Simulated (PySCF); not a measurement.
# C4H5BBrF: the cost of one run

The runs use PySCF 2.14.0, with density-fitted response routines of our own; the level of theory stands in each step. All values are computed, except where a source is named. Atoms are numbered from 0 throughout.

## Step 1: The molecule as given

12 atoms, charge 0, multiplicity 1; geometry from: GFN2-xTB.

Bonds of the start (Å): F0–B1 1.32, B1–Br2 1.89, B1–C3 1.53, C3–C4 1.35, C4–C5 1.49, C5–C6 1.55, C6–C3 1.52, C4–H7 1.08, C5–H8 1.09, C5–H9 1.09, C6–H10 1.09, C6–H11 1.09.

## Step 2: TDDFT and polarisability: wB97X-D/def2-SVPD

What the job is given:

```
{"job": {"kind": "uv", "xc": "wB97X-D", "basis": "def2-SVPD", "nstates": 8, "ntriplets": 3}, "charge": 0, "multiplicity": 1}
F      2.645304    -1.308578     0.053124
B      2.037318    -0.142302     0.174916
Br     3.149270     1.344709     0.510634
C      0.521788     0.007668     0.051209
C     -0.314825     1.065580     0.127994
C     -1.553735     0.268409    -0.113258
C     -0.618932    -0.961268    -0.206887
H     -0.160431     2.116324     0.301443
H     -2.089529     0.515592    -1.028476
H     -2.260318     0.253214     0.715215
H     -0.591498    -1.448313    -1.179291
H     -0.763214    -1.711721     0.567349
```

With the program's defaults for keys left out, this is: TDDFT wB97X-D/def2-SVPD, vertical, gas phase, core orbitals frozen in the response.

Command:

```console
$ OMP_NUM_THREADS=1 python probes_run.py task.json out
```

One launch serves the whole session: the jobs run in the order shown.

**Question.** How long does this job take on 1 thread of Arm Neoverse N1, shared host, and how much memory does it need?

About 81 s, with a peak of 0.98 GiB.
